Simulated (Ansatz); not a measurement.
# C₄H₁₂O₄Sn: a ladder of functionals and wavefunction methods

An exercise on one series of results from a longer session: the logs are not shown, and one member is left open.

Program: Ansatz 0.2.0, Gaussian basis. Level of theory: functionals in def2-TZVPP, the program's frozen cores in correlated methods. These are calculated values, not measurements.

Plan: LDA (SPW92), PBE-D4, revPBE-D4, BLYP-D4, r2SCAN-D4, B97M-V, PBE0-D4, B3LYP-D4, r2SCANh-D4, r2SCAN0-D4, HSE06-D4, BHLYP-D4, CAM-B3LYP-D4, LC-ωPBE, ωB97X-V, ωB97M-V, B2PLYP, PBE-QIDH; CCSD(T)/def2-SVP; CCSD(T)/def2-TZVPP; MP2/def2-QZVPP; extrapolation to the limit; RPA on PBE.

## Structure used throughout

All runs share one geometry, relaxed beforehand with PBE0-D4 in a triple-zeta def2 set. Sn takes the def2 core potential; no spin-orbit term is included.

SMILES `C[O][Sn]([O]C)([O]C)[O]C`, 21 atoms, charge 0, spin multiplicity 1.

Atoms are counted from 1 here; the program's logs count them from 0.

Bond lengths: C1–O2 1.412 Å, C1–H10 1.093 Å, C1–H11 1.097 Å, C1–H12 1.097 Å, O2–Sn3 1.944 Å, Sn3–O4 1.944 Å, Sn3–O6 1.944 Å, Sn3–O8 1.944 Å, O4–C5 1.412 Å, C5–H13 1.097 Å, C5–H14 1.093 Å, C5–H15 1.097 Å, O6–C7 1.412 Å, C7–H16 1.093 Å, C7–H17 1.097 Å, C7–H18 1.097 Å, O8–C9 1.412 Å, C9–H19 1.097 Å and more. Angles: O2–C1–H10 107.6°, O2–C1–H11 112.4°, O2–C1–H12 112.4°, H10–C1–H11 108.1°, H10–C1–H12 108.1°, H11–C1–H12 108.1°, C1–O2–Sn3 119.4°, O2–Sn3–O4 112.2°, O2–Sn3–O6 104.3°, O2–Sn3–O8 112.1°, O4–Sn3–O6 112.1°, O4–Sn3–O8 104.2°, O6–Sn3–O8 112.2°, Sn3–O4–C5 119.4°, O4–C5–H13 112.4°, O4–C5–H14 107.6°, O4–C5–H15 112.4°, H13–C5–H14 108.1° and more.

The first run:

The input, in.yaml:

```yaml
crystal:
  periodic: [false, false, false]
  atoms:
    - {symbol: C, position_ang: [2.301200, 0.830457, -1.566005]}
    - {symbol: O, position_ang: [1.563200, 1.080214, -0.388080]}
    - {symbol: Sn, position_ang: [-0.005589, 0.000579, 0.002063]}
    - {symbol: O, position_ang: [-1.337816, 0.105848, -1.409669]}
    - {symbol: C, position_ang: [-1.880106, 1.362264, -1.758670]}
    - {symbol: O, position_ang: [-0.667006, 0.708895, 1.687225]}
    - {symbol: C, position_ang: [-1.819995, 0.141216, 2.272741]}
    - {symbol: O, position_ang: [0.419346, -1.892766, 0.118578]}
    - {symbol: C, position_ang: [1.375107, -2.331923, 1.060990]}
    - {symbol: H, position_ang: [3.131756, 1.540291, -1.592428]}
    - {symbol: H, position_ang: [2.719045, -0.183442, -1.590021]}
    - {symbol: H, position_ang: [1.701474, 0.974294, -2.473079]}
    - {symbol: H, position_ang: [-1.116847, 2.058764, -2.126723]}
    - {symbol: H, position_ang: [-2.604635, 1.198416, -2.560298]}
    - {symbol: H, position_ang: [-2.402155, 1.839519, -0.920295]}
    - {symbol: H, position_ang: [-2.017402, 0.679489, 3.203163]}
    - {symbol: H, position_ang: [-1.685931, -0.920080, 2.515283]}
    - {symbol: H, position_ang: [-2.704232, 0.235732, 1.630588]}
    - {symbol: H, position_ang: [1.076602, -2.110025, 2.092885]}
    - {symbol: H, position_ang: [1.465142, -3.416367, 0.959664]}
    - {symbol: H, position_ang: [2.364540, -1.890675, 0.889284]}
basis:
  gaussian: {orbitals: def2-TZVPP}
hamiltonian: {xc: lda}
output: {orbitals: {seedname: orbitals}}
```

Started as:

```sh
$ ansatz run in.yaml --threads 4 --pin off --events-out ev --progress --plain --max-ram 46080MiB --backend cuda --devices 0, --max-vram 37GiB
```

Among the steps run: LDA; PBE-D4 (GGA); revPBE-D4 (GGA); BLYP-D4 (GGA); r2SCAN-D4 (meta-GGA); B97M-V (meta-GGA); B3LYP-D4 (hybrid); r2SCANh-D4 (hybrid); r2SCAN0-D4 (hybrid); HSE06-D4 (hybrid); BHLYP-D4 (hybrid); CAM-B3LYP-D4 (range-separated); LC-ωPBE (range-separated); ωB97X-V (range-separated); ωB97M-V (range-separated); B2PLYP (double hybrid); PBE-QIDH (double hybrid).

One table of the session follows, with a row left open; its other results are not shown here.

It belongs to the step «Orbital energies across the functionals». 

| functional | HOMO (eV) | gap (eV) |
| --- | --- | --- |
| LDA (SPW92) | -6.54 | 3.76 |
| PBE-D4 | -6.40 | 3.99 |
| revPBE-D4 | -6.34 | 4.08 |
| BLYP-D4 | -6.31 | 3.96 |
| r2SCAN-D4 | -6.75 | 4.57 |
| B97M-V | -6.89 | 4.64 |
| PBE0-D4 | -8.04 | 6.65 |
| B3LYP-D4 | -7.79 | 6.07 |
| r2SCANh-D4 | ? | ? |
| r2SCAN0-D4 | -8.29 | 7.02 |
| HSE06-D4 | -7.63 | 5.87 |
| BHLYP-D4 | -9.58 | 9.24 |
| CAM-B3LYP-D4 | -9.50 | 9.16 |
| LC-ωPBE | -10.83 | 11.86 |
| ωB97X-V | -10.52 | 11.33 |
| ωB97M-V | -10.46 | 11.09 |

Estimate the missing values for r2SCANh-D4.

Worked estimate for «HOMO (eV)». Against the share of exact exchange, r2SCAN-D4 (0, -6.75), r2SCAN0-D4 (0.25, -8.29) give a slope of -6.16 per unit share; at 0.1 the line stands at -7.37.

The run gave: HOMO (eV): -7.37; gap (eV): 5.55. In «HOMO (eV)» the line misses by 0.00.
